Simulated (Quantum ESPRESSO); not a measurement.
## Cu3F in Quantum ESPRESSO: the effect of functional

Cu3F:

```xyz
4
Lattice="3.8485 0.0000 0.0000 -1.9242 3.3329 0.0000 0.0000 0.0000 4.4061" Properties=species:S:1:pos:R:3 pbc="T T T"
Cu    0.0000    2.2219    0.0000
Cu    0.0000    0.0000    0.0000
Cu    1.9242    1.1110    0.0000
F     0.0000    0.0000    2.2030
```

The cell was built by a generator and needn't be a form met in nature.

Alike in all runs:

- Program: Quantum ESPRESSO 7.5
- Task: phonons
- Cutoff: 762 eV
- Density cutoff: 6095 eV
- k mesh: 4 × 4 × 2, shifted
- Occupations: fermi-dirac, width 0.05 eV
- Spin: no spin polarisation

Each run relaxes the cell or the atoms first.

```csv
functional,potentials or basis,relaxed volume (Å³/atom),dielectric constant (mean),highest phonon frequency (cm⁻¹)
LDA,GBRV 1.5 LDA,14.20,23.43,526
PBE,GBRV 1.5 PBE,?,?,?
PBEsol,GBRV 1.5 PBEsol,14.89,23.98,475
PW91,GBRV 1.5 PBE,15.76,23.68,422
RPBE,GBRV 1.5 PBE,16.70,24.37,354
AM05,GBRV 1.5 PBE,14.99,24.27,439
vdW-DF-cx,GBRV 1.5 PBE,14.97,23.57,478
```

**Question.** What does the run with functional PBE give?

**Answer.** Relaxed volume 15.86 Å³/atom; dielectric constant 24.00 mean; highest phonon frequency 415 cm⁻¹.

Caveats: all runs use coarse meshes; some modes are imaginary; the potentials were made for another functional, which shifts forces and pressure (some runs); before the sum rule the acoustic modes lie tens of cm⁻¹ from zero, a sign that the density grid also shifts the optical modes (some runs); the volume moved by over 15 % at a fixed basis, so the end points are rough (some runs).
